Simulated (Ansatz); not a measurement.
Working through a ladder of basis sets of BrMg

Computed with the Ansatz DFT code, driven from Python.

Interactive session:
```pycon
>>> import ansatz as az
>>> geometry_ang = [
...     ('Mg', (0.0, 0.0, 0.0)),
...     ('Br', (0.0, 0.0, 2.47)),
... ]
>>> molecule = az.Crystal.molecule()
>>> for symbol, xyz in geometry_ang:
...     molecule = molecule.atom(symbol, xyz)
...
>>> calc = (
...     molecule.calculation()
...     .functional('pbe0')
...     .spin('collinear', total=1)  # spin-polarised run
...     .accuracy('medium')  # preset for grids and thresholds
... )
>>> energies = {}
>>> for basis in ['def2-SVP', 'def2-SVPD', 'def2-TZVP', 'def2-TZVPP']:
...     report = calc.basis(gaussian=basis).run(threads=1, pin='off').report
...     size = report['n_frozen'] + report['n_occupied'][0] + report['n_virtual'][0]
...     energies[basis] = (report['reference_energy_ev'] / 27.211386246, report['free_energy_ev'] / 27.211386246)
...     print(f'{basis:14s} {size:4d} orbitals  reference {energies[basis][0]:14.6f} Ha  total {energies[basis][1]:14.6f} Ha')
...
def2-SVP         50 orbitals  reference   -2773.494250 Ha  total   -2773.494250 Ha
def2-SVPD        62 orbitals  reference   -2773.497753 Ha  total   -2773.497753 Ha
def2-TZVP        80 orbitals  reference   -2773.877800 Ha  total   -2773.877800 Ha
def2-TZVPP       80 orbitals  reference   -2773.877800 Ha  total   -2773.877800 Ha
>>> last = energies['def2-TZVPP'][1]
>>> for basis, (_, total) in energies.items():
...     print(f'{basis:14s} lies {27.211386 * (total - last):9.4f} eV above def2-TZVPP')
...
def2-SVP       lies   10.4369 eV above def2-TZVPP
def2-SVPD      lies   10.3416 eV above def2-TZVPP
def2-TZVP      lies    0.0000 eV above def2-TZVPP
def2-TZVPP     lies    0.0000 eV above def2-TZVPP
```

Against def2-SVP: def2-SVPD -3.5 mHa, def2-TZVP -383.6 mHa and def2-TZVPP -383.6 mHa. The last step alone is +0.00 mHa (these two sets differ little on atoms other than hydrogen). From the first set to the last the time grows from 2.0 to 3.0 s.

Caveats:
- The settings weren't tested for convergence.
- The geometry is a force-field or estimated start, not a minimum of this method, and the last set is no limit. Much of the fall in a total is atomic energy, which cancels in bond and reaction energies.
- The species is open-shell (spin multiplicity 2).
- The spin state was assumed, and another may lie lower.
- Wall time of the script: 11 s on 1 thread of Arm Neoverse V1, with other jobs on the host, peak memory 0.23 GiB.
